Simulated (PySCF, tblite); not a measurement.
# C₄H₉BF₃N: geometry, infrared bands and NMR shifts

Wanted: the infrared bands and NMR shifts of C₄H₉BF₃N (`CCBNCC(F)(F)F`), by calculation.

The runs use tblite 0.8.0 and PySCF 2.14.0, with density-fitted response routines of our own; the level of theory stands in each step. All values are computed, except where a source is named. Atoms count from 0, in the outputs and in this text.

## 1. The starting structure

18 atoms, charge 0, multiplicity 1; geometry from: force field or distance geometry start.

Bonds of the start (Å): C0–C1 1.51, C1–B2 1.56, B2–N3 1.53, N3–C4 1.43, C4–C5 1.51, C5–F6 1.38, C5–F7 1.38, C5–F8 1.38, C0–H9 1.09, C0–H10 1.10, C0–H11 1.12, C1–H12 1.10, C1–H13 1.12, B2–H14 1.17, N3–H15 1.01, C4–H16 1.12, C4–H17 1.12.

## 2. Geometry optimisation with GFN2-xTB

Job settings and geometry (Å):

```
{"job": {"kind": "relax", "xc": "GFN2-xTB", "basis": "xTB"}, "charge": 0, "multiplicity": 1}
C      2.824800     0.683000    -0.255600
C      1.947800    -0.453400    -0.728600
B      0.654700    -0.614100     0.130900
N     -0.553300     0.313100     0.036200
C     -1.725600    -0.476900    -0.177100
C     -2.992300     0.334500    -0.288000
F     -2.902800     1.237700    -1.330600
F     -4.013900    -0.534300    -0.601700
F     -3.331600     0.916600     0.910900
H      3.861600     0.532700    -0.549900
H      2.408300     1.612600    -0.677800
H      2.758600     0.700600     0.865900
H      1.702900    -0.257700    -1.780100
H      2.581400    -1.379300    -0.683200
H      0.615300    -1.446000     0.955900
H     -0.430900     1.148700    -0.515200
H     -1.616500    -1.007500    -1.159700
H     -1.797300    -1.304000     0.571300
```

The run is started by

```
$ OMP_NUM_THREADS=1 python probes_run.py task.json out
```

This one command runs all jobs of the session in turn.

**Question.** This job is followed by: GFN2-xTB harmonic vibrations, gas phase; GIAO PBE0/pcSseg-1 NMR shielding, non-relativistic, gas phase. Predict these results of the whole session: strongest single infrared mode (GFN2-xTB); zero-point energy (GFN2-xTB); ¹³C shifts against TMS (PBE0/pcSseg-1); ¹H shifts against TMS (PBE0/pcSseg-1, means over atoms taken as alike); ¹¹B shifts against BF3·OEt2 (PBE0/pcSseg-1); ¹⁵N shifts against NH3 (PBE0/pcSseg-1); ¹⁹F shifts against CFCl3 (PBE0/pcSseg-1, means over atoms taken as alike); surface potential, 1st and 99th percentile.

**Answer**, as computed:

| quantity | value |
| --- | --- |
| strongest single infrared mode (GFN2-xTB) | 1071 cm⁻¹, 274 km/mol |
| zero-point energy (GFN2-xTB) | 84.9 kcal/mol |
| ¹³C shifts against TMS (PBE0/pcSseg-1) | 134.1, 56.2, 18.0, 10.6 ppm |
| ¹H shifts against TMS (PBE0/pcSseg-1, means over atoms taken as alike) | 4.98, 4.48, 3.77, 1.01, 0.83 ppm |
| ¹¹B shifts against BF3·OEt2 (PBE0/pcSseg-1) | 43.2 ppm |
| ¹⁵N shifts against NH3 (PBE0/pcSseg-1) | 123.0 ppm |
| ¹⁹F shifts against CFCl3 (PBE0/pcSseg-1, means over atoms taken as alike) | -92.4 ppm |
| surface potential, 1st and 99th percentile | -0.56 V and 1.65 V |

**Reading.** Relaxing lowered the energy by 1.200 eV in 100 steps; the close pair that moved most is B2–N3, from 1.526 to 1.387 Å. All 48 modes are real, so the xTB geometry is a minimum. The strongest single mode, at 1071 cm⁻¹, moves mainly C5. GFN2-xTB is a fitted tight-binding method: band positions and strengths are rough. Its intensities can rank the bands wrongly. At PBE0/pcSseg-1: Shielding is most anisotropic at F6, F7, F8 (span 169 ppm, paramagnetic term -210 ppm).
